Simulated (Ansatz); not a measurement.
# CH₅F₂NSi₂: how energies converge with the basis set

An exercise on one series of results from a longer session: the logs are not shown, and one member is left open.

Method: one geometry, several basis sets; program: Ansatz 0.2.0, Gaussian basis.

Levels to be run: PBE0-D4/def2-SVP; ωB97M-V/def2-SVP; PBE0-D4/def2-QZVPP; ωB97M-V/def2-QZVPP; the functionals' def2-TZVPP values are taken from earlier runs.

## Structure used throughout

The geometry comes from an earlier relaxation with PBE0-D4 in a triple-zeta def2 set; it is a stationary point, not always the lowest conformer.

SMILES `N=C(F)[SiH](F)[SiH3]`, 11 atoms, charge 0, spin multiplicity 1.

Atoms are counted from 1 here; the program's logs count them from 0.

Bond lengths: N1–C2 1.249 Å, N1–H7 1.022 Å, C2–F3 1.354 Å, C2–Si4 1.896 Å, Si4–F5 1.602 Å, Si4–Si6 2.338 Å, Si4–H8 1.485 Å, Si6–H9 1.484 Å, Si6–H10 1.487 Å, Si6–H11 1.484 Å. Angles: C2–N1–H7 113.2°, N1–C2–F3 122.4°, N1–C2–Si4 120.7°, F3–C2–Si4 116.9°, C2–Si4–F5 108.0°, C2–Si4–Si6 107.4°, C2–Si4–H8 107.4°, F5–Si4–Si6 111.9°, F5–Si4–H8 107.5°, Si6–Si4–H8 114.5°, Si4–Si6–H9 109.7°, Si4–Si6–H10 109.2°, Si4–Si6–H11 108.7°, H9–Si6–H10 109.5°, H9–Si6–H11 110.5°, H10–Si6–H11 109.3°.

As a file:

| atom | x (Å) | y (Å) | z (Å) |
| --- | --- | --- | --- |
| N1 | 0.5694 | 0.9313 | 1.6653 |
| C2 | -0.4988 | 0.3161 | 1.4653 |
| F3 | -1.5122 | 0.3106 | 2.3627 |
| Si4 | -0.7436 | -0.7108 | -0.1097 |
| F5 | -2.2272 | -0.4408 | -0.6499 |
| Si6 | 0.8810 | -0.0311 | -1.6473 |
| H7 | 0.5980 | 1.4050 | 2.5700 |
| H8 | -0.6636 | -2.1424 | 0.2780 |
| H9 | 0.8096 | 1.4397 | -1.8317 |
| H10 | 0.6363 | -0.7082 | -2.9489 |
| H11 | 2.2163 | -0.4265 | -1.1332 |

Set-up of the first run:

File in.yaml:

```yaml
crystal:
  periodic: [false, false, false]
  atoms:
    - {symbol: N, position_ang: [0.569425, 0.931311, 1.665257]}
    - {symbol: C, position_ang: [-0.498824, 0.316112, 1.465311]}
    - {symbol: F, position_ang: [-1.512162, 0.310603, 2.362651]}
    - {symbol: Si, position_ang: [-0.743551, -0.710815, -0.109729]}
    - {symbol: F, position_ang: [-2.227201, -0.440818, -0.649903]}
    - {symbol: Si, position_ang: [0.881047, -0.031092, -1.647279]}
    - {symbol: H, position_ang: [0.598012, 1.405015, 2.570018]}
    - {symbol: H, position_ang: [-0.663636, -2.142398, 0.277993]}
    - {symbol: H, position_ang: [0.809621, 1.439678, -1.831728]}
    - {symbol: H, position_ang: [0.636305, -0.708229, -2.948866]}
    - {symbol: H, position_ang: [2.216264, -0.426468, -1.133225]}
basis:
  gaussian: {orbitals: def2-SVP}
hamiltonian: {xc: pbe0, dispersion: d4}
output: {orbitals: {seedname: orbitals}}
```

On the command line:

```
$ ansatz run in.yaml --threads 4 --pin off --events-out ev --progress --plain --max-ram 10444MiB
```

Steps of the session up to this table: PBE0-D4 in def2-SVP; ωB97M-V in def2-SVP; PBE0-D4 in def2-QZVPP; ωB97M-V in def2-QZVPP.

One of the session's tables, all rows but one given; the rest of the session is left out.

It belongs to the step «Density functionals: the series». 

```
functional       basis  HOMO (eV)
   PBE0-D4    def2-SVP          ?
   PBE0-D4  def2-TZVPP      -8.59
   PBE0-D4  def2-QZVPP      -8.60
   ωB97M-V    def2-SVP     -10.58
   ωB97M-V  def2-TZVPP     -10.66
   ωB97M-V  def2-QZVPP     -10.68
```

**Question.** Estimate the row for PBE0-D4, def2-SVP.

As computed: HOMO (eV): -8.54. In the column «HOMO (eV)» it is the highest.
